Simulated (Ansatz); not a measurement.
# C3H6SSi: the cost of one run

Method: RKS BHLYP-D4/def2-SVP, in Ansatz 0.2.0.

## (1) The starting structure

Bond lengths: C1–C2 1.483 Å, C2–C4 1.454 Å, Si3–C4 1.600 Å, C4–S5 1.656 Å, C1–H6 1.163 Å, C1–H7 1.072 Å, C1–H8 1.078 Å, C2–H9 1.082 Å, Si3–H10 1.515 Å, Si3–H11 1.509 Å. Angles (14 of 15 angles, heavy atoms first): C1–C2–C4 123.3°, C2–C4–Si3 100.0°, C2–C4–S5 119.1°, Si3–C4–S5 140.9°, C1–C2–H9 106.8°, C4–C2–H9 117.0°, C2–C1–H6 110.6°, C2–C1–H7 116.2°, C2–C1–H8 109.4°, C4–Si3–H10 119.5°, C4–Si3–H11 118.8°, H6–C1–H7 108.1°, H6–C1–H8 102.2°, H7–C1–H8 109.4°.

Structure file:

```xyz
11

C    -1.0253    0.1831    0.8835
C    -0.5748   -0.5660   -0.3143
Si    1.6361    0.1776   -0.5111
C     0.2786    0.0096   -1.3411
S    -0.3479    0.2845   -2.8491
H    -1.2037    1.3027    0.6233
H    -0.3816    0.1389    1.7399
H    -2.0135   -0.1472    1.1615
H    -0.3390   -1.5690    0.0148
H     1.7010    1.1885    0.6160
H     2.3355   -1.0596   -0.0029
```

## (2) Relaxing end A

Input file input.yaml:

```yaml
crystal:
  periodic: [false, false, false]
  atoms:
    - { symbol: C, position_ang: [-1.0253, 0.1831, 0.8835] }
    - { symbol: C, position_ang: [-0.5748, -0.566, -0.3143] }
    - { symbol: Si, position_ang: [1.6361, 0.1776, -0.5111] }
    - { symbol: C, position_ang: [0.2786, 0.0096, -1.3411] }
    - { symbol: S, position_ang: [-0.3479, 0.2845, -2.8491] }
    - { symbol: H, position_ang: [-1.2037, 1.3027, 0.6233] }
    - { symbol: H, position_ang: [-0.3816, 0.1389, 1.7399] }
    - { symbol: H, position_ang: [-2.0135, -0.1472, 1.1615] }
    - { symbol: H, position_ang: [-0.339, -1.569, 0.0148] }
    - { symbol: H, position_ang: [1.701, 1.1885, 0.616] }
    - { symbol: H, position_ang: [2.3355, -1.0596, -0.0029] }
basis:
  gaussian: { orbitals: def2-SVP }
hamiltonian:
  xc: { name: BHLYP }
  dispersion: d4
relax:
  f_tol: 0.015
  max_steps: 40
```

Command:

```sh
> ansatz run input.yaml --threads 2 --pin off --max-ram 3072MiB --backend cpu --events-out ev --progress --plain --runs-dir out
```

**Question.** How long does this run take on 2 threads of Arm Neoverse V1, shared host, and how much memory does it need?

About 50 s, with a peak of 0.24 GiB.
